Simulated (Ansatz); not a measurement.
**C₃H₄Si: a ladder of functionals and wavefunction methods**

Aim: compute C₃H₄Si with functionals from several rungs and with coupled cluster, and see how far each lands from CCSD(T) at the basis-set limit for the atomisation energy.

The runs use Ansatz 0.2.0, Gaussian basis; functionals in def2-TZVPP, the program's frozen cores in correlated methods.

Plan: LDA (SPW92), PBE-D4, revPBE-D4, BLYP-D4, r2SCAN-D4, B97M-V, PBE0-D4, B3LYP-D4, r2SCANh-D4, r2SCAN0-D4, HSE06-D4, BHLYP-D4, CAM-B3LYP-D4, LC-ωPBE, ωB97X-V, ωB97M-V, B2PLYP, PBE-QIDH; CCSD(T)/def2-SVP; CCSD(T)/def2-TZVPP; MP2/def2-QZVPP; extrapolation to the limit; RPA on PBE.

## (1) Structure used throughout

All runs share one geometry, relaxed beforehand with PBE0-D4 in a triple-zeta def2 set.

8 atoms, charge 0, spin multiplicity 1.

Atoms are counted from 1 here; the program's logs count them from 0.

Bond lengths: C1–C2 1.324 Å, C1–Si3 1.898 Å, C1–C4 1.324 Å, C2–Si3 1.911 Å, C2–H5 1.081 Å, Si3–C4 1.911 Å, Si3–H6 1.476 Å, Si3–H7 1.476 Å, C4–H8 1.081 Å. Angles: C2–C1–Si3 70.2°, C2–C1–C4 140.4°, Si3–C1–C4 70.2°, C1–C2–Si3 69.1°, C1–C2–H5 128.0°, Si3–C2–H5 131.7°, C1–Si3–C2 40.7°, C1–Si3–C4 40.7°, C1–Si3–H6 121.7°, C1–Si3–H7 121.7°, C2–Si3–C4 81.4°, C2–Si3–H6 115.3°, C2–Si3–H7 111.7°, C4–Si3–H6 111.7°, C4–Si3–H7 115.3°, H6–Si3–H7 116.6°, C1–C4–Si3 69.1°, C1–C4–H8 128.0° and more.

Geometry (Å):

```xyz
8
C3H4Si
C    -0.4126    0.4821    0.8383
C    -0.3838    1.3122   -0.1927
Si    0.3432   -0.3900   -0.6685
C    -0.0841   -0.7602    1.1568
H     0.0327    2.3087   -0.2328
H    -0.4803   -1.1911   -1.5944
H     1.7841   -0.3008   -0.9735
H    -0.7070   -1.5178    1.6109
```

## (2) LDA

This LDA is Slater exchange with PW92 correlation.

The input, in.yaml:

```yaml
crystal:
  periodic: [false, false, false]
  atoms:
    - {symbol: C, position_ang: [-0.412635, 0.482079, 0.838278]}
    - {symbol: C, position_ang: [-0.383791, 1.312167, -0.192730]}
    - {symbol: Si, position_ang: [0.343222, -0.389977, -0.668453]}
    - {symbol: C, position_ang: [-0.084115, -0.760250, 1.156839]}
    - {symbol: H, position_ang: [0.032698, 2.308682, -0.232825]}
    - {symbol: H, position_ang: [-0.480303, -1.191066, -1.594362]}
    - {symbol: H, position_ang: [1.784139, -0.300813, -0.973502]}
    - {symbol: H, position_ang: [-0.707017, -1.517821, 1.610855]}
basis:
  gaussian: {orbitals: def2-TZVPP}
hamiltonian: {xc: lda}
output: {orbitals: {seedname: orbitals}}
```

Command:

```sh
> ansatz run in.yaml --threads 2 --pin off --events-out ev --progress --plain --max-ram 4352MiB
```

The runs that follow: PBE-D4 (GGA); revPBE-D4 (GGA); BLYP-D4 (GGA); r2SCAN-D4 (meta-GGA); B97M-V (meta-GGA); B3LYP-D4 (hybrid); r2SCANh-D4 (hybrid); r2SCAN0-D4 (hybrid); HSE06-D4 (hybrid); BHLYP-D4 (hybrid); CAM-B3LYP-D4 (range-separated); LC-ωPBE (range-separated); ωB97X-V (range-separated); ωB97M-V (range-separated); B2PLYP (double hybrid); PBE-QIDH (double hybrid); CCSD(T) in def2-SVP; CCSD(T) in def2-TZVPP; MP2 in def2-QZVPP; RPA on PBE orbitals.

**Question.** What will the summary of the whole plan be? Wanted: atomisation energy, CCSD(T)/CBS; farthest beyond LDA; mean size of error, GGA; mean size of error, meta-GGA; mean size of error, hybrid; mean size of error, range-separated; mean size of error, double hybrid; gap, smallest and largest; T1 diagnostic.

As calculated:

| quantity | value |
| --- | --- |
| atomisation energy, CCSD(T)/CBS | 738.2 kcal/mol |
| functionals within 3.7 kcal/mol (0.5 %) | BLYP-D4, B3LYP-D4, CAM-B3LYP-D4, LC-ωPBE, ωB97X-V, ωB97M-V, PBE-QIDH |
| farthest beyond LDA | PBE-D4 (+27.2 kcal/mol) |
| mean size of error, GGA | 12.4 kcal/mol |
| mean size of error, meta-GGA | 10.1 kcal/mol |
| mean size of error, hybrid | 9.3 kcal/mol |
| mean size of error, range-separated | 1.6 kcal/mol |
| mean size of error, double hybrid | 3.8 kcal/mol |
| gap, smallest and largest | 2.73 eV (LDA (SPW92)), 9.57 eV (LC-ωPBE) |
| T1 diagnostic | 0.0158 |
| triples share of the correlation energy | 5.4 % |

What this shows: LDA overbinds by 119.5 kcal/mol (16 %). PBE-D4 is off by +27.2 kcal/mol. Double hybrids carry the basis error of their MP2 part in triple zeta, and no dispersion term here, so their miss is partly the set-up's. Taken by rung, range-separated functionals do best (1.6 kcal/mol on average) and GGA ones worst beyond LDA (12.4 kcal/mol). Misses under about 3.7 kcal/mol are within the doubt on the reference itself, which lacks core-valence correlation, relativity and higher excitations. Hartree-Fock recovers 71 % of the binding; the rest is correlation. CCSD(T) in def2-SVP is off by -42.5 kcal/mol, worse than the median functional, from the basis alone. Orbital gaps span 2.7 to 9.6 eV; exact exchange widens them.
